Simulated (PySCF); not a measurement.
# Al2Cl7: the cost of one run

Computed with PySCF 2.14.0 (relaxation, pbe0, def2-tzvpd, and further levels as typed in the inputs, unless a step's input says otherwise).

### 1 The system as given

Bond lengths: Cl1–Al2 2.283 Å, Cl1–Al3 2.283 Å, Al2–Cl4 2.100 Å, Al2–Cl5 2.100 Å, Al2–Cl6 2.100 Å, Al3–Cl7 2.100 Å, Al3–Cl8 2.100 Å, Al3–Cl9 2.100 Å. Angles: Cl1–Al2–Cl4 119.4°, Cl1–Al2–Cl5 119.4°, Cl1–Al2–Cl6 124.5°, Cl4–Al2–Cl5 118.1°, Cl4–Al2–Cl6 81.3°, Cl5–Al2–Cl6 81.3°, Al2–Cl1–Al3 122.4°, Cl1–Al3–Cl7 119.4°, Cl1–Al3–Cl8 119.4°, Cl1–Al3–Cl9 124.5°, Cl7–Al3–Cl8 118.1°, Cl7–Al3–Cl9 81.3°, Cl8–Al3–Cl9 81.3°.

Structure file:

```xyz
9

Cl    0.0000    0.0000    0.0000
Al    2.0000    0.0000    1.1000
Al   -2.0000    0.0000    1.1000
Cl    3.0593    1.8008    1.3119
Cl    3.0593   -1.8008    1.3119
Cl    2.2090    0.0000    3.1896
Cl   -3.0593    1.8008    1.3119
Cl   -3.0593   -1.8008    1.3119
Cl   -2.2090    0.0000    3.1896
```

### 2 Relaxation: Al2Cl7, charge -1

Input file run.py:

```python
from pyscf import gto, dft
from pyscf.geomopt.geometric_solver import optimize
mol = gto.M(atom="mol.xyz", basis="def2-tzvpd", charge=-1, verbose=4)
mf = dft.RKS(mol, xc="pbe0").density_fit().run(conv_tol=1e-9)
m = optimize(mf, maxsteps=60)
print("optimised structure (A):")
for k in range(m.natm): print(m.atom_symbol(k), *(f"{x:.8f}" for x in m.atom_coords(unit="A")[k]))
```

Started as:

```bash
$ python run.py
```

**Question.** How long does this run take on 4 threads of Intel Xeon Platinum 8259CL at 2.50GHz (Skylake/Cascade Lake), shared host?

About 37 min.
